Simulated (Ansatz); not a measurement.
# ClFH2SSn: small, medium and large basis sets

One table from this session's results is given with a row withheld; the runs are named, their logs left out.

Method: one geometry, several basis sets; program: Ansatz 0.2.0, Gaussian basis.

Plan: PBE0-D4/def2-SVP; ωB97M-V/def2-SVP; PBE0-D4/def2-QZVPP; ωB97M-V/def2-QZVPP; the functionals' def2-TZVPP values are taken from earlier runs.

## The relaxed structure

An earlier PBE0-D4 in a triple-zeta def2 set relaxation fixed the geometry. Sn takes the def2 core potential; no spin-orbit term is included.

SMILES `[F][SnH]([SH])[Cl]`, 6 atoms, charge 0, spin multiplicity 1.

Atoms are counted from 1 here; the program's logs count them from 0.

Bond lengths: F1–Sn2 1.911 Å, Sn2–S3 2.366 Å, Sn2–Cl4 2.307 Å, Sn2–H5 1.693 Å, S3–H6 1.345 Å. Angles: F1–Sn2–S3 108.3°, F1–Sn2–Cl4 102.9°, F1–Sn2–H5 107.5°, S3–Sn2–Cl4 109.8°, S3–Sn2–H5 115.2°, Cl4–Sn2–H5 112.3°, Sn2–S3–H6 92.0°.

Set-up of the first run:

The input, in.yaml:

```yaml
crystal:
  periodic: [false, false, false]
  atoms:
    - {symbol: F, position_ang: [-1.817070, 0.320640, -0.819224]}
    - {symbol: Sn, position_ang: [0.043977, -0.034279, -0.570848]}
    - {symbol: S, position_ang: [0.793988, 1.204167, 1.300798]}
    - {symbol: Cl, position_ang: [0.076842, -2.288117, -0.081180]}
    - {symbol: H, position_ang: [0.828378, 0.318379, -2.028884]}
    - {symbol: H, position_ang: [0.115984, 0.415208, 2.153137]}
basis:
  gaussian: {orbitals: def2-SVP}
hamiltonian: {xc: pbe0, dispersion: d4}
output: {orbitals: {seedname: orbitals}}
```

Run with:

```console
$ ansatz run in.yaml --threads 2 --pin off --events-out ev --progress --plain --max-ram 22528MiB --backend cpu
```

Among the steps run: PBE0-D4 in def2-SVP; ωB97M-V in def2-SVP; PBE0-D4 in def2-QZVPP; ωB97M-V in def2-QZVPP.

One of the session's tables, all rows but one given; the rest of the session is left out.

It belongs to the step «Density functionals: the series». 

```
functional       basis  HOMO (eV)  LUMO (eV)
   PBE0-D4    def2-SVP      -8.14      -1.66
   PBE0-D4  def2-TZVPP      -8.27      -1.88
   PBE0-D4  def2-QZVPP      -8.29      -1.93
   ωB97M-V    def2-SVP          ?          ?
   ωB97M-V  def2-TZVPP     -10.48       0.13
   ωB97M-V  def2-QZVPP     -10.51       0.00
```

Estimate the missing values for ωB97M-V, def2-SVP.

As computed: HOMO (eV): -10.31; LUMO (eV): 0.47. In the column «HOMO (eV)» it lies between ωB97M-V, def2-TZVPP (-10.48) and PBE0-D4, def2-QZVPP (-8.29).
